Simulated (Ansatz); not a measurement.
# FH4OPSi: small, medium and large basis sets

An exercise on one series of results from a longer session: the logs are not shown, and one member is left open.

Program: Ansatz 0.2.0, Gaussian basis. Level of theory: one geometry, several basis sets. These are calculated values, not measurements.

Levels to be run: PBE0-D4/def2-SVP; ωB97M-V/def2-SVP; PBE0-D4/def2-QZVPP; ωB97M-V/def2-QZVPP; the functionals' def2-TZVPP values are taken from earlier runs.

### The relaxed structure

All runs share one geometry, relaxed beforehand with PBE0-D4 in a triple-zeta def2 set.

SMILES `F[SiH2]OP`, 8 atoms, charge 0, spin multiplicity 1.

Atoms are counted from 1 here; the program's logs count them from 0.

Bond lengths: F1–Si2 1.593 Å, Si2–O3 1.631 Å, Si2–H5 1.479 Å, Si2–H6 1.474 Å, O3–P4 1.653 Å, P4–H7 1.423 Å, P4–H8 1.424 Å. Angles: F1–Si2–O3 109.7°, F1–Si2–H5 107.2°, F1–Si2–H6 108.0°, O3–Si2–H5 110.7°, O3–Si2–H6 107.1°, H5–Si2–H6 114.1°, Si2–O3–P4 129.5°, O3–P4–H7 97.5°, O3–P4–H8 98.5°, H7–P4–H8 92.0°.

The first run:

File in.yaml:

```yaml
crystal:
  periodic: [false, false, false]
  atoms:
    - {symbol: F, position_ang: [-1.393408, 1.404659, -1.085982]}
    - {symbol: Si, position_ang: [-0.399604, 1.208781, 0.143789]}
    - {symbol: O, position_ang: [-0.111171, -0.380413, 0.368611]}
    - {symbol: P, position_ang: [0.944425, -1.379098, -0.418851]}
    - {symbol: H, position_ang: [0.851261, 1.925507, -0.187731]}
    - {symbol: H, position_ang: [-1.074029, 1.702990, 1.358060]}
    - {symbol: H, position_ang: [1.269939, -2.214816, 0.686144]}
    - {symbol: H, position_ang: [0.004787, -2.324811, -0.919841]}
basis:
  gaussian: {orbitals: def2-SVP}
hamiltonian: {xc: pbe0, dispersion: d4}
output: {orbitals: {seedname: orbitals}}
```

Steps of the session up to this table: PBE0-D4 in def2-SVP; ωB97M-V in def2-SVP; PBE0-D4 in def2-QZVPP; ωB97M-V in def2-QZVPP.

One table of the session follows, with a row left open; its other results are not shown here.

It belongs to the step «Functionals by basis». 

| functional | basis | HOMO (eV) | LUMO (eV) |
| --- | --- | --- | --- |
| PBE0-D4 | def2-SVP | -7.41 | -0.01 |
| PBE0-D4 | def2-TZVPP | -7.47 | -0.52 |
| PBE0-D4 | def2-QZVPP | -7.50 | -0.64 |
| ωB97M-V | def2-SVP | ? | ? |
| ωB97M-V | def2-TZVPP | -9.71 | 1.39 |
| ωB97M-V | def2-QZVPP | -9.74 | 1.15 |

**Question.** Estimate the row for ωB97M-V, def2-SVP.

As computed: HOMO (eV): -9.62; LUMO (eV): 2.08. In the column «HOMO (eV)» it lies between ωB97M-V, def2-TZVPP (-9.71) and PBE0-D4, def2-QZVPP (-7.50).
